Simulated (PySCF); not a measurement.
# [Gd(CH3)2]+: how settings move a single point

Which settings matter for [Gd(CH3)2]+? Each run alters one on purpose. The species was built from a template and needn't be a known compound.

The runs use PySCF 2.14.0; PBE0, Gd lcecp-1-SVP with ECP53, C def2-SVP, H def2-SVP; scalar-relativistic core potentials, no spin–orbit coupling.

3 further runs of the same task are left out: 2 for a known fault of the program, 1 that didn't finish.

## Step 1: The starting structure

9 atoms, charge 1, spin multiplicity 1.

Bond lengths: Gd1–C2 2.282 Å, Gd1–H3 2.866 Å, Gd1–H4 2.867 Å, Gd1–C6 2.280 Å, Gd1–H7 2.885 Å, Gd1–H8 2.884 Å, Gd1–H9 2.873 Å, C2–H3 1.108 Å, C2–H4 1.108 Å, C2–H5 1.106 Å, C6–H7 1.108 Å, C6–H8 1.108 Å, C6–H9 1.106 Å. Angles: C2–Gd1–H3 21.2°, C2–Gd1–H4 21.2°, C2–Gd1–C6 100.9°, C2–Gd1–H7 110.2°, C2–Gd1–H8 111.1°, C2–Gd1–H9 79.9°, H3–Gd1–H4 35.9°, H3–Gd1–C6 89.0°, H3–Gd1–H7 93.0°, H3–Gd1–H8 104.6°, H3–Gd1–H9 69.2°, H4–Gd1–C6 90.0°, H4–Gd1–H7 105.1°, H4–Gd1–H8 94.7°, H4–Gd1–H9 70.0°, C6–Gd1–H7 20.9°, C6–Gd1–H8 20.9°, C6–Gd1–H9 21.0° and more.

As a file:

```xyz
9
charge 1, multiplicity 1
Gd    0.0425    1.4692   -0.0017
C     0.0001    0.0239    1.7639
H    -0.8869   -0.6368    1.7063
H     0.8817   -0.6463    1.7418
H    -0.0165    0.5193    2.7532
C     0.0006    0.0107   -1.7533
H    -0.8958    0.1503   -2.3900
H     0.8802    0.1322   -2.4162
H    -0.0064   -1.0383   -1.4040
```

Formal oxidation states: Gd +3. Each metal's 7 4f electrons lie in its core potential, so multiplicities, spins and levels count the valence alone. An earlier session relaxed this geometry at PBE0, Gd lcecp-1-SVP with ECP53, C def2-SVP, H def2-SVP (singlet, point group C1).

The sound run used a (50, 194) grid (finer on f atoms), a threshold of 1e-8 and at most 55 cycles, and ended at -115.284428 Eh.

## Step 2: Altered run 1

Input file run.py (the lines that set the calculation):

```python
mol = gto.M(atom='''
Gd     0.04245     1.46921    -0.00172
C      0.00012     0.02395     1.76388
H     -0.88694    -0.63676     1.70626
H      0.88171    -0.64627     1.74180
H     -0.01655     0.51929     2.75317
C      0.00060     0.01075    -1.75334
H     -0.89575     0.15027    -2.38996
H      0.88025     0.13222    -2.41615
H     -0.00641    -1.03829    -1.40395''',
    basis={'Gd': 'lcecp-1-SVP', 'C': 'def2-SVP', 'H': 'def2-SVP'},
    ecp={'Gd': 'lcecp-1-SVP'},
    charge=1, spin=0)
mf = dft.RKS(mol, xc='PBE0')
mf.grids.atom_grid = (50, 194)  # f atoms: unpruned, at least (60, 302)
mf = mf.density_fit()  # fitting sets: Gd AutoAux, C def2-universal-JKFIT, H def2-universal-JKFIT
mf.conv_tol = 1e-08; mf.max_cycle = 55
mf.kernel(dm0)  # dm0: smeared density
```

The run is started by

```console
OMP_NUM_THREADS=2 python run.py
```

Standard output:

```text
init E= -115.240938446627
  HOMO = -0.432087859361517  LUMO = -0.260133142863726  gap/eV = 4.67913
cycle= 1 E= -115.283053689183  delta_E= -0.0421  |g|= 0.062  |ddm|= 0.181
  HOMO = -0.421234465130782  LUMO = -0.262586979381126  gap/eV = 4.31702
cycle= 2 E= -115.281389670111  delta_E= 0.00166  |g|= 0.099  |ddm|= 0.257
  HOMO = -0.42839660140085  LUMO = -0.258535832667272  gap/eV = 4.62215
cycle= 3 E= -115.284425029841  delta_E= -0.00304  |g|= 0.00263  |ddm|= 0.135
  HOMO = -0.428369294951568  LUMO = -0.257767958767385  gap/eV = 4.64230
cycle= 4 E= -115.284427528724  delta_E= -2.5e-06  |g|= 0.000736  |ddm|= 0.00654
  HOMO = -0.428526134347217  LUMO = -0.257893604663613  gap/eV = 4.64315
cycle= 5 E= -115.284427693413  delta_E= -1.65e-07  |g|= 0.000135  |ddm|= 0.00164
  HOMO = -0.428522868613327  LUMO = -0.257871199608159  gap/eV = 4.64367
cycle= 6 E= -115.284427701178  delta_E= -7.76e-09  |g|= 5.25e-05  |ddm|= 0.00027
  HOMO = -0.428527766747325  LUMO = -0.257873754077741  gap/eV = 4.64373
Extra cycle  E= -115.284427700669  delta_E= 5.09e-10  |g|= 6.86e-05  |ddm|= 0.000138
converged SCF energy = -115.284427700669
```

Wall time 3.6 s (2 threads of Arm Neoverse V2, shared host).

Changed: the starting guess (smeared density). It converges in 6 cycles, at the sound run's energy within 0.001 eV, with a largest force component of 0.01 eV/Å. The result survives the change.

## Step 3: Altered run 2

run.py (the lines that set the calculation), as its differences from that of step 2:

```diff
@@ -16,3 +16,3 @@
 mf = mf.density_fit()  # fitting sets: Gd AutoAux, C def2-universal-JKFIT, H def2-universal-JKFIT
-mf.conv_tol = 1e-08; mf.max_cycle = 55
-mf.kernel(dm0)  # dm0: smeared density
+mf.conv_tol = 1e-05; mf.max_cycle = 55
+mf.kernel(dm0)  # dm0: free metal ions and neutral atoms
```

The run is started by

```console
OMP_NUM_THREADS=2 python run.py
```

Standard output:

```text
init E= -114.882294641462
  HOMO = -0.522154874921252  LUMO = -0.30108165953701  gap/eV = 6.01571
cycle= 1 E= -115.112148350297  delta_E= -0.23  |g|= 0.773  |ddm|= 2.83
  HOMO = -0.333186621351323  LUMO = -0.275523409532756  gap/eV = 1.56910
cycle= 2 E= -114.761426266919  delta_E= 0.351  |g|= 1.27  |ddm|=  2.7
  HOMO = -0.423857797786727  LUMO = -0.246733156524424  gap/eV = 4.81981
cycle= 3 E= -115.280467086111  delta_E= -0.519  |g|= 0.0975  |ddm|= 2.02
  HOMO = -0.432869550348917  LUMO = -0.264260905062567  gap/eV = 4.58807
cycle= 4 E= -115.284167780467  delta_E= -0.0037  |g|= 0.0264  |ddm|= 0.268
  HOMO = -0.428049544931016  LUMO = -0.257622936239315  gap/eV = 4.63754
cycle= 5 E= -115.284423256397  delta_E= -0.000255  |g|= 0.00354  |ddm|= 0.0581
  HOMO = -0.428580465236766  LUMO = -0.257992325075413  gap/eV = 4.64194
cycle= 6 E= -115.284427161756  delta_E= -3.91e-06  |g|= 0.00115  |ddm|= 0.00714
  HOMO = -0.428551513593437  LUMO = -0.257801856143759  gap/eV = 4.64633
Extra cycle  E= -115.284427255009  delta_E= -9.33e-08  |g|= 0.00117  |ddm|= 0.00422
converged SCF energy = -115.284427255009
```

It took 3.6 s on 2 threads of Arm Neoverse V2, shared host.

Changed: the SCF threshold (1e-05). It converges in 6 cycles, at the sound run's energy within 0.001 eV, with a largest force component of 0.01 eV/Å. The result survives the change.

## Step 4: Altered run 3

Input file run.py (the lines that set the calculation):

```python
mol = gto.M(atom='''
Gd     0.04458     1.54267    -0.00180
C      0.00013     0.02514     1.85207
H     -0.93129    -0.66859     1.79157
H      0.92580    -0.67858     1.82889
H     -0.01738     0.54525     2.89083
C      0.00063     0.01129    -1.84101
H     -0.94054     0.15778    -2.50946
H      0.92426     0.13883    -2.53696
H     -0.00673    -1.09020    -1.47414''',
    basis={'Gd': 'lcecp-1-SVP', 'C': 'def2-SVP', 'H': 'def2-SVP'},
    ecp={'Gd': 'lcecp-1-SVP'},
    charge=1, spin=0)
mf = dft.RKS(mol, xc='PBE0')
mf.grids.atom_grid = (50, 194)  # f atoms: unpruned, at least (60, 302)
mf = mf.density_fit()  # fitting sets: Gd AutoAux, C def2-universal-JKFIT, H def2-universal-JKFIT
mf.conv_tol = 1e-08; mf.max_cycle = 55
mf.kernel(dm0)  # dm0: free metal ions and neutral atoms
```

The run is started by

```console
OMP_NUM_THREADS=2 python run.py
```

Standard output:

```text
init E= -114.679874655523
  HOMO = -0.500687188390027  LUMO = -0.298667473640714  gap/eV = 5.49724
cycle= 1 E= -115.113214601405  delta_E= -0.433  |g|= 0.715  |ddm|= 2.73
  HOMO = -0.338464433882595  LUMO = -0.289862823455122  gap/eV = 1.32252
cycle= 2 E= -114.700416362154  delta_E= 0.413  |g|= 1.29  |ddm|=  2.8
  HOMO = -0.415932318819217  LUMO = -0.252039342936788  gap/eV = 4.45976
cycle= 3 E= -115.265186798685  delta_E= -0.565  |g|= 0.0926  |ddm|= 2.14
  HOMO = -0.426447037452384  LUMO = -0.27153607835308  gap/eV = 4.21534
cycle= 4 E= -115.268734233081  delta_E= -0.00355  |g|= 0.0281  |ddm|= 0.275
  HOMO = -0.421609343099693  LUMO = -0.264035733871754  gap/eV = 4.28780
cycle= 5 E= -115.26905118913  delta_E= -0.000317  |g|= 0.00365  |ddm|= 0.0632
  HOMO = -0.422176583650296  LUMO = -0.264416378806414  gap/eV = 4.29287
cycle= 6 E= -115.269055217104  delta_E= -4.03e-06  |g|= 0.00124  |ddm|= 0.00712
  HOMO = -0.422157599082327  LUMO = -0.264320576489652  gap/eV = 4.29496
cycle= 7 E= -115.269055771164  delta_E= -5.54e-07  |g|= 0.000311  |ddm|= 0.00253
  HOMO = -0.42215207639451  LUMO = -0.26431256997467  gap/eV = 4.29503
cycle= 8 E= -115.269055805862  delta_E= -3.47e-08  |g|= 0.000161  |ddm|= 0.000724
  HOMO = -0.422147475371108  LUMO = -0.264308254985242  gap/eV = 4.29502
cycle= 9 E= -115.269055817042  delta_E= -1.12e-08  |g|= 4.14e-05  |ddm|= 0.000366
  HOMO = -0.42214145399756  LUMO = -0.264303855071056  gap/eV = 4.29498
cycle= 10 E= -115.269055818486  delta_E= -1.44e-09  |g|= 7.65e-06  |ddm|= 0.000207
  HOMO = -0.422140259686965  LUMO = -0.26430276170243  gap/eV = 4.29498
Extra cycle  E= -115.269055818536  delta_E= -4.98e-11  |g|= 4.32e-06  |ddm|= 3.93e-05
converged SCF energy = -115.269055818536
```

It took 4 s on 2 threads of Arm Neoverse V2, shared host.

Changed: the scale of all coordinates (1.05). It converges in 10 cycles, +0.418 eV from the sound run, with a largest force component of 1.57 eV/Å. The setting is unsound, so these numbers aren't the compound's.

## Step 5: Altered run 4

Input file run.py (the lines that set the calculation):

```python
mol = gto.M(atom='''
Gd     0.04245     1.46921    -0.00172
C      0.00012     0.02395     1.76388
H     -0.31421     0.66102     0.65374
H      0.88171    -0.64627     1.74180
H     -0.01655     0.51929     2.75317
C      0.00060     0.01075    -1.75334
H     -0.89575     0.15027    -2.38996
H      0.88025     0.13222    -2.41615
H     -0.00641    -1.03829    -1.40395''',
    basis={'Gd': 'lcecp-1-SVP', 'C': 'def2-SVP', 'H': 'def2-SVP'},
    ecp={'Gd': 'lcecp-1-SVP'},
    charge=1, spin=0)
mf = dft.RKS(mol, xc='PBE0')
mf.grids.atom_grid = (50, 194)  # f atoms: unpruned, at least (60, 302)
mf = mf.density_fit()  # fitting sets: Gd AutoAux, C def2-universal-JKFIT, H def2-universal-JKFIT
mf.conv_tol = 1e-08; mf.max_cycle = 75
mf.kernel(dm0)  # dm0: free metal ions and neutral atoms
```

The run is started by

```console
OMP_NUM_THREADS=2 python run.py
```

Standard output:

```text
init E= -114.904925694469
  HOMO = -0.453890602508441  LUMO = -0.356205176831271  gap/eV = 2.65816
cycle= 1 E= -114.660183584779  delta_E= 0.245  |g|= 0.679  |ddm|= 3.12
  HOMO = -0.339961615323086  LUMO = -0.288333252151144  gap/eV = 1.40488
cycle= 2 E= -114.166091628236  delta_E= 0.494  |g|= 1.37  |ddm|= 2.44
  HOMO = -0.397255635532128  LUMO = -0.255291785383308  gap/eV = 3.86303
cycle= 3 E= -114.759366577201  delta_E= -0.593  |g|= 0.31  |ddm|= 1.99
  HOMO = -0.387910004779782  LUMO = -0.271286226059519  gap/eV = 3.17349
cycle= 4 E= -114.789619111833  delta_E= -0.0303  |g|= 0.112  |ddm|= 0.51
  HOMO = -0.403397520986378  LUMO = -0.278815667340714  gap/eV = 3.39004
cycle= 5 E= -114.793177686402  delta_E= -0.00356  |g|= 0.0347  |ddm|= 0.157
  HOMO = -0.398403057016107  LUMO = -0.273206353105364  gap/eV = 3.40678
cycle= 6 E= -114.793570753966  delta_E= -0.000393  |g|= 0.00564  |ddm|= 0.0527
  HOMO = -0.398684287018096  LUMO = -0.273303136540234  gap/eV = 3.41179
cycle= 7 E= -114.793580314617  delta_E= -9.56e-06  |g|= 0.000955  |ddm|= 0.00934
  HOMO = -0.398717529671018  LUMO = -0.273317321466461  gap/eV = 3.41231
cycle= 8 E= -114.79358100912  delta_E= -6.95e-07  |g|= 0.000265  |ddm|= 0.00337
  HOMO = -0.398702463070416  LUMO = -0.273329687518082  gap/eV = 3.41157
cycle= 9 E= -114.793581075474  delta_E= -6.64e-08  |g|= 0.000106  |ddm|= 0.00113
  HOMO = -0.398696132492157  LUMO = -0.27333391633854  gap/eV = 3.41128
cycle= 10 E= -114.793581083926  delta_E= -8.45e-09  |g|= 2.47e-05  |ddm|= 0.000408
  HOMO = -0.398693585393088  LUMO = -0.273335805087193  gap/eV = 3.41116
Extra cycle  E= -114.793581083849  delta_E= 7.67e-11  |g|= 3.67e-05  |ddm|= 9.98e-05
converged SCF energy = -114.793581083849
```

Wall time 4 s (2 threads of Arm Neoverse V2, shared host).

Changed: one atom's place (atom 3 put 1.1 Å from the metal); the cycle limit is 75. It converges in 10 cycles, +13.357 eV from the sound run, with a largest force component of 31.05 eV/Å. The setting is unsound, so these numbers aren't the compound's.

## Step 6: Results

| run | changed | ending | energy change (eV) | cycles | time | usable |
| --- | --- | --- | --- | --- | --- | --- |
| 1 | the starting guess | converged | 0.000 | 6 | 3.6 s | yes |
| 2 | the SCF threshold | converged | 0.000 | 6 | 3.6 s | yes |
| 3 | the scale of all coordinates | converged | +0.418 | 10 | 4 s | no |
| 4 | one atom's place | converged | +13.357 | 10 | 4 s | no |

2 of 4 altered runs give a usable result. 2 ended normally with numbers unfit to quote.
